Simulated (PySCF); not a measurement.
# TcS₂⁻: singlet, from a PBE0 minimum start

The task is one start of a wider search on TcS₂⁻: the singlet, from a PBE0 minimum start. It is relaxed, tested by its Hessian and followed downhill if it is a saddle.

The runs use PySCF 2.14.0; PBE0, basis Tc def2-SVPD with ECP28, S def2-SVPD, scalar-relativistic core potentials, no spin–orbit coupling, density fitting.

## 1. Starting geometry

3 atoms, charge -1, spin multiplicity 1.

Bond lengths: Tc1–S2 2.097 Å, Tc1–S3 2.097 Å. Angles: S2–Tc1–S3 122.6°.

```xyz
3
charge -1 multiplicity 1
Tc   -0.1638   -0.3579    0.0000
S     0.2555    0.5580    1.8397
S     0.2555    0.5580   -1.8397
```

## 2. The SCF at the typed geometry

The steps below are one call of a driver around PySCF. For each, scf.py gives the equivalent set-up of the SCF; relaxations use the driver's own optimiser. After this first run the driver tries any further starts and a stability analysis.

Input file scf.py:

```python
from pyscf import gto, scf, dft
mol = gto.M(atom='''
Tc    -0.163839    -0.357859    -0.000000
S      0.255464     0.557987     1.839728
S      0.255464     0.557987    -1.839728''',
    basis={'Tc': 'def2-SVPD', 'S': 'def2-SVPD'},
    ecp={'Tc': 'def2-SVPD'},
    charge=-1, spin=0)
mf = dft.RKS(mol, xc='PBE0')
mf.grids.atom_grid = (50, 194)
aux = {'Tc': 'def2-universal-JKFIT', 'S': 'def2-universal-JKFIT'}
mf = mf.density_fit(auxbasis=aux)
mf.conv_tol = 1e-08
mf.diis_space = 10
mf.max_cycle = 60
mf.init_guess = 'minao'
mf.verbose = 4
mf.kernel()
```

Command:

```bash
> OMP_NUM_THREADS=2 python axn.py task.json out
```

Standard output (excerpt; [...] marks lines left out):

```text
[... the frontier levels of the middle cycles are left out ...]
init E= -868.288997127602
  HOMO = -0.464772340540219  LUMO = -0.421405440629063  gap/eV = 1.18007
cycle= 1 E= -876.241742707933  delta_E= -7.95  |g|= 1.24  |ddm|= 3.31
  HOMO = 0.16548854316468  LUMO = 0.195127002391321  gap/eV = 0.80650
cycle= 2 E= -869.754186786583  delta_E= 6.49  |g|= 3.47  |ddm|=  190
  HOMO = -0.0881204401798758  LUMO = -0.0425438158384769  gap/eV = 1.24020
cycle= 3 E= -876.246763031605  delta_E= -6.49  |g|= 1.31  |ddm|=  189
cycle= 4 E= -876.44328950219  delta_E= -0.197  |g|= 0.96  |ddm|= 0.411
cycle= 5 E= -876.646127604928  delta_E= -0.203  |g|= 0.449  |ddm|= 1.27
cycle= 6 E= -876.690465890046  delta_E= -0.0443  |g|= 0.18  |ddm|= 0.712
cycle= 7 E= -876.702554753092  delta_E= -0.0121  |g|= 0.0277  |ddm|= 0.388
cycle= 8 E= -876.704896300782  delta_E= -0.00234  |g|= 0.0441  |ddm|= 0.326
cycle= 9 E= -876.706515898785  delta_E= -0.00162  |g|= 0.04  |ddm|= 0.258
cycle= 10 E= -876.70646252138  delta_E= 5.34e-05  |g|= 0.0403  |ddm|= 0.00886
cycle= 11 E= -876.709545179932  delta_E= -0.00308  |g|= 0.0424  |ddm|= 1.49
cycle= 12 E= -876.710282681317  delta_E= -0.000738  |g|= 0.0136  |ddm|= 0.298
cycle= 13 E= -876.709568144363  delta_E= 0.000715  |g|= 0.0281  |ddm|= 0.591
cycle= 14 E= -876.710348326869  delta_E= -0.00078  |g|= 0.0019  |ddm|= 0.443
cycle= 15 E= -876.710353823145  delta_E= -5.5e-06  |g|= 0.00152  |ddm|= 0.0501
cycle= 16 E= -876.710354488162  delta_E= -6.65e-07  |g|= 0.000769  |ddm|= 0.00708
cycle= 17 E= -876.710354846202  delta_E= -3.58e-07  |g|= 7.85e-05  |ddm|= 0.00893
cycle= 18 E= -876.710354850047  delta_E= -3.84e-09  |g|= 1.26e-05  |ddm|= 0.0011
  HOMO = -0.0329865482813371  LUMO = 0.0452848693823881  gap/eV = 2.12987
Extra cycle  E= -876.710354850094  delta_E= -4.68e-11  |g|= 2.75e-05  |ddm|= 0.000118
converged SCF energy = -876.710354850094
```

This step, with its further starts and checks, ran for 2.5 s (2 threads of Intel Xeon 6975P-C (Granite Rapids), shared host).

No lower closed-shell solution turned up in the test of internal stability.

## 3. Relaxing the singlet from the PBE0 minimum start

The program finds C2v symmetry in the start, which this walk keeps. The walk stops when the largest gradient is under 0.0003 Eh/bohr and the energy has settled too.

scf.py: that of step 2 with these lines changed.

```diff
@@ -3,3 +3,3 @@
-Tc    -0.163839    -0.357859    -0.000000
-S      0.255464     0.557987     1.839728
-S      0.255464     0.557987    -1.839728''',
+Tc    -0.164641    -0.359610     0.000000
+S      0.254662     0.556236     1.839728
+S      0.254662     0.556236    -1.839728''',
@@ -16 +15,0 @@
-mf.init_guess = 'minao'
```

Steps of the walk:

| step | energy (Eh) | change (kJ/mol) | largest symmetric gradient (Eh/bohr) |
| --- | --- | --- | --- |
| 0 | -876.710355 | 0.00 | 0.00050 |
| 1 | -876.710356 | 0.00 | 0.00020 |

The walk took 2.8 s.

Geometry (Å) and forces (eV/Å) at some steps:

```
step 0
Tc  -0.165  -0.360   0.000  -0.006  -0.029   0.000
S    0.255   0.556   1.840   0.003   0.014  -0.004
S    0.255   0.556  -1.840   0.003   0.014   0.004
step 1
Tc  -0.166  -0.361   0.000   0.003  -0.010  -0.002
S    0.255   0.557   1.838  -0.001   0.005  -0.010
S    0.255   0.557  -1.838  -0.002   0.005   0.011
```

It settles in C2v symmetry, 0.0 kJ/mol below the start, after 1 steps: Tc–S 2.098 Å (×2); S–Tc–S 122.4°.

## 4. Vibrations and properties at this point

The point is checked on the finer grid, and tightened if its gradient asks for it. The Hessian and the dipole derivatives come from central differences of analytic gradients, with steps of 0.02 bohr.

scf.py: that of step 3 with these lines changed.

```diff
@@ -3,3 +3,3 @@
-Tc    -0.164641    -0.359610     0.000000
-S      0.254662     0.556236     1.839728
-S      0.254662     0.556236    -1.839728''',
+Tc    -0.164240    -0.358735    -0.000000
+S      0.254995     0.556963     1.839887
+S      0.254995     0.556963    -1.839887''',
@@ -10 +10 @@
-mf.grids.atom_grid = (50, 194)
+mf.grids.atom_grid = (75, 302)
@@ -13 +13 @@
-mf.conv_tol = 1e-08
+mf.conv_tol = 1e-10
```

This SCF starts from the last density.

SCF at the final geometry:

```text
init E= -876.710370957316
  HOMO = -0.0329965329887153  LUMO = 0.0452735866567697  gap/eV = 2.12984
cycle= 1 E= -876.710370956572  delta_E= 7.44e-10  |g|= 5.61e-05  |ddm|= 8.33e-05
  HOMO = -0.0330114230172519  LUMO = 0.0452572201820958  gap/eV = 2.12980
cycle= 2 E= -876.710370941515  delta_E= 1.51e-08  |g|= 0.000248  |ddm|= 0.000389
  HOMO = -0.0329991774607308  LUMO = 0.0452707977920754  gap/eV = 2.12983
cycle= 3 E= -876.710370957391  delta_E= -1.59e-08  |g|= 2.2e-06  |ddm|= 0.000319
  HOMO = -0.0329992759241898  LUMO = 0.0452707102790511  gap/eV = 2.12983
cycle= 4 E= -876.710370957393  delta_E= -1.82e-12  |g|= 1.6e-06  |ddm|= 6.62e-06
  HOMO = -0.0329995629206715  LUMO = 0.0452704467273362  gap/eV = 2.12984
Extra cycle  E= -876.710370957399  delta_E= -6.59e-12  |g|= 3.98e-06  |ddm|= 1.46e-05
converged SCF energy = -876.710370957399
```

The whole step took 24 s.

Geometry: C2v; Tc–S 2.097 Å (×2); S–Tc–S 122.6°.

Modes, for the most abundant isotopes:

```csv
symmetry,ω (cm⁻¹),IR (km/mol),type
a1,137,1.1,bend
a1,516,21.1,stretch
b2,529,158,stretch
```

Every mode is real; the point is a minimum.

Constants and moments:

```
Dipole moment about the centre of mass                          : 1.75 D
Highest occupied level                                          : -0.90 eV
Lowest empty level                                              : 1.23 eV
Rotational constants                                            : 0.428, 0.07788, 0.06589 cm⁻¹
Zero-point energy                                               : 7.1 kJ/mol
Principal polarisabilities                                      : 106.0, 116.9, 157.7 bohr³
Principal traceless quadrupole moments about the centre of mass : -10.62, 2.79, 7.83 D Å
Entropy at 298.15 K and 1 bar                                   : 292.8 J/(mol K)
Heat capacity Cp at 298.15 K                                    : 51.3 J/(mol K)
Enthalpy at 298.15 K above 0 K                                  : 12.76 kJ/mol
Rotational symmetry number                                      : 2
```

Populations by atom (charges in e):

```
atom  Mulliken  Löwdin  polar tensor  Mayer order to Tc1
 Tc1      0.02   -0.52          0.54                   –
S2,3     -0.51   -0.24         -0.77                1.65
```

Mulliken populations on Tc1 (outside its core potential): s 3.16, p 6.20, d 5.61, f 0.02.

## 5. The broken-symmetry singlet

A stability analysis found the closed shell of the lowest minimum unstable towards spin polarisation, so the unrestricted solution is followed.

The program finds C2v symmetry in the start, which may break.

scf.py: that of step 4 with these lines changed.

```diff
@@ -3,3 +3,3 @@
-Tc    -0.164240    -0.358735    -0.000000
-S      0.254995     0.556963     1.839887
-S      0.254995     0.556963    -1.839887''',
+Tc    -0.164614    -0.359552     0.000000
+S      0.254621     0.556146     1.839887
+S      0.254621     0.556146    -1.839887''',
@@ -9,2 +9,2 @@
-mf = dft.RKS(mol, xc='PBE0')
-mf.grids.atom_grid = (75, 302)
+mf = dft.UKS(mol, xc='PBE0')
+mf.grids.atom_grid = (50, 194)
@@ -13 +13 @@
-mf.conv_tol = 1e-10
+mf.conv_tol = 1e-08
```

Steps of the walk:

| step | energy (Eh) | change (kJ/mol) | largest gradient (Eh/bohr) |
| --- | --- | --- | --- |
| 0 | -876.731702 | 0.00 | 0.00449 |
| 1 | -876.731960 | -0.68 | 0.00181 |
| 2 | -876.732208 | -1.33 | 0.00148 |
| 3 | -876.732222 | -1.37 | 0.00045 |
| 4 | -876.732223 | -1.37 | 0.00001 |

The walk took 10 s.

Positions (Å) and forces (eV/Å) along the way:

```
step 0
Tc  -0.165  -0.360   0.000   0.014   0.009  -0.001
S    0.255   0.556   1.840  -0.007  -0.004   0.231
S    0.255   0.556  -1.840  -0.007  -0.005  -0.230
step 1
Tc  -0.159  -0.348   0.000   0.043   0.088   0.001
S    0.252   0.550   1.857  -0.022  -0.044   0.093
S    0.252   0.550  -1.857  -0.022  -0.044  -0.093
step 2
Tc  -0.145  -0.317   0.000   0.027   0.080  -0.003
S    0.245   0.535   1.892  -0.013  -0.039  -0.043
S    0.245   0.535  -1.892  -0.014  -0.041   0.045
step 3
Tc  -0.142  -0.310   0.000   0.001   0.027   0.002
S    0.243   0.532   1.896  -0.001  -0.014  -0.018
S    0.243   0.532  -1.896   0.000  -0.013   0.016
step 4
Tc  -0.141  -0.309   0.000  -0.009   0.005  -0.001
S    0.243   0.531   1.896   0.005  -0.002   0.000
S    0.243   0.531  -1.896   0.005  -0.003   0.001
```

End point (C2v, 4 steps, 1.4 kJ/mol gained): Tc–S 2.109 Å (×2); S–Tc–S 128.1°.

## 6. Is it a minimum? Harmonic modes

The same treatment as at the point before.

scf.py: that of step 5 with these lines changed.

```diff
@@ -3,3 +3,3 @@
-Tc    -0.164614    -0.359552     0.000000
-S      0.254621     0.556146     1.839887
-S      0.254621     0.556146    -1.839887''',
+Tc    -0.149542    -0.326632     0.000000
+S      0.232745     0.508363     1.898780
+S      0.232744     0.508362    -1.898780''',
@@ -10 +10 @@
-mf.grids.atom_grid = (50, 194)
+mf.grids.atom_grid = (75, 302)
@@ -13 +13 @@
-mf.conv_tol = 1e-08
+mf.conv_tol = 1e-10
```

Log of the central SCF (cycles and frontier levels):

```text
init E= -876.732274008054
[... the frontier-level lines of each cycle are left out ...]
cycle= 1 E= -876.73227400794  delta_E= 1.13e-10  |g|= 1.8e-05  |ddm|= 3.5e-05
cycle= 2 E= -876.732274005431  delta_E= 2.51e-09  |g|= 7.16e-05  |ddm|= 0.00013
cycle= 3 E= -876.732274008148  delta_E= -2.72e-09  |g|= 4.27e-06  |ddm|= 0.000102
cycle= 4 E= -876.732274008173  delta_E= -2.46e-11  |g|= 2.23e-06  |ddm|= 6.97e-06
Extra cycle  E= -876.732274008206  delta_E= -3.32e-11  |g|= 3e-06  |ddm|= 1.52e-05
converged SCF energy = -876.732274008206  <S^2> = 1.0058371  2S+1 = 2.2412827
```

The whole step ran for 63 s (2 threads of Intel Xeon 6975P-C (Granite Rapids), shared host).

Geometry: C2v; Tc–S 2.109 Å (×2); S–Tc–S 128.4°.

Modes, for the most abundant isotopes:

| ω (cm⁻¹) | IR (km/mol) | μ (u) | type |
| --- | --- | --- | --- |
| 120 | 1.0 | 38.81 | bend |
| 504 | 27.5 | 35.12 | stretch |
| 525 | 190 | 41.67 | stretch |

No imaginary mode, so this is a minimum.

Here the density breaks the symmetry of the frame, and no labels are given.

Constants and moments:

```yaml
Dipole_moment_about_the_centre_of_mass: 1.89 D
Highest_occupied_level: -1.09 eV
Lowest_empty_level: 1.77 eV
Rotational_constants: 0.5147, 0.07312, 0.06403 cm⁻¹
Zero-point_energy: 6.9 kJ/mol
Principal_polarisabilities: 106.6, 119.1, 161.9 bohr³
Principal_traceless_quadrupole_moments_about_the_centre_of_mass: -12.88, 5.37, 7.51 D Å
Entropy_at_298.15_K_and_1_bar: 293.6 J/(mol K)
Heat_capacity_Cp_at_298.15_K: 51.5 J/(mol K)
Enthalpy_at_298.15_K_above_0_K: 12.87 kJ/mol
Rotational_symmetry_number: 2
Spin_squared_⟨S²⟩: 1.006
```

Populations by atom (charges in e):

```
atom  Mulliken  Löwdin  polar tensor  spin (Mulliken)  Mayer order to Tc1
 Tc1      0.10   -0.47          0.67             0.00                   –
S2,3     -0.55   -0.26         -0.83             0.00                1.61
```

Mulliken populations on Tc1 (outside its core potential): s 3.08, p 6.23, d 5.58, f 0.02.

## 7. All stationary points

| spin | group | bonds | imaginary modes (cm⁻¹) | ΔE (kJ/mol) | with zero-point energy |
| --- | --- | --- | --- | --- | --- |
| broken-symmetry (Ms = 0) | C2v (density of lower symmetry) | Tc–S 2.109 Å (×2) | none | 0.0 | 0.0 |
| singlet | C2v | Tc–S 2.097 Å (×2) | none | 57.5 | 57.7 |

## 8. Results

```
                                          quantity                             value
                                           minimum     broken-symmetry (Ms = 0), C2v
                                          geometry  Tc–S 2.109 Å (×2); S–Tc–S 128.4°
                                wavenumbers (cm⁻¹)                     120, 504, 525
                    dipole moment (centre of mass)                            1.89 D
highest occupied, lowest empty level (either spin)                    -1.09, 1.77 eV
                        polar-tensor charge of Tc1                           +0.67 e
                                 zero-point energy                        6.9 kJ/mol
                               entropy at 298.15 K                   293.6 J/(mol K)
                                              ⟨S²⟩                             1.006
```

What this shows: The molecule stays C2v, as typed, and the end point is a minimum. The determinant is spin-contaminated (⟨S²⟩ = 1.01 against 0.00), so it is no pure spin state. The strongest infrared band lies at 525 cm⁻¹ (stretch). Only this shape and spin were tried, so other structures or states may lie lower. The SCF density has lower symmetry than the nuclear frame.

The search up to here took 2 min.
